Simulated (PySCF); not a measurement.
# C3H8GeS: the cost of one run

The runs use PySCF 2.14.0, with density-fitted response routines of our own; the level of theory stands in each step. All values are computed, except where a source is named. Atoms count from 0, in the outputs and in this text.

## Step 1: The starting structure

13 atoms, charge 0, multiplicity 1; geometry from: PBE0-D3(BJ)/def2-SVP.

Bonds of the start (Å): C0–C1 1.34, C1–Ge2 1.94, Ge2–S3 2.22, S3–C4 1.82, C0–H5 1.10, C0–H6 1.10, C1–H7 1.10, Ge2–H8 1.54, Ge2–H9 1.54, C4–H10 1.10, C4–H11 1.10, C4–H12 1.10.

## Step 2: Core-electron binding energies: SCAN, X2C

The job: settings as JSON, then the geometry in Å.

```
{"job": {"kind": "xps"}, "charge": 0, "multiplicity": 1}
C      1.544922     0.791318     0.688175
C      1.078832    -0.456185     0.575620
Ge     0.284881    -1.132083    -1.057228
S     -1.890706    -1.461085    -0.740099
C     -2.374653     0.228259    -0.266608
H      1.537942     1.493404    -0.153742
H      1.964620     1.171103     1.626713
H      1.102114    -1.120086     1.448484
H      0.507395    -0.083821    -2.168098
H      0.840165    -2.508514    -1.458123
H     -3.443136     0.192354    -0.013419
H     -2.234680     0.935213    -1.097307
H     -1.813548     0.576860     0.612232
```

With the program's defaults for keys left out, this is: delta-SCF UKS SCAN, pcX-2 on the ionised atom, pcseg-1 elsewhere, spin-free X2C.

On the command line:

```bash
OMP_NUM_THREADS=1 python probes_run.py task.json out
```

One launch serves the whole session: the jobs run in the order shown.

Q: Estimate the wall time and peak memory of this first job on 1 thread of Arm Neoverse V1, shared host.

About 34 s, with a peak of 0.59 GiB.
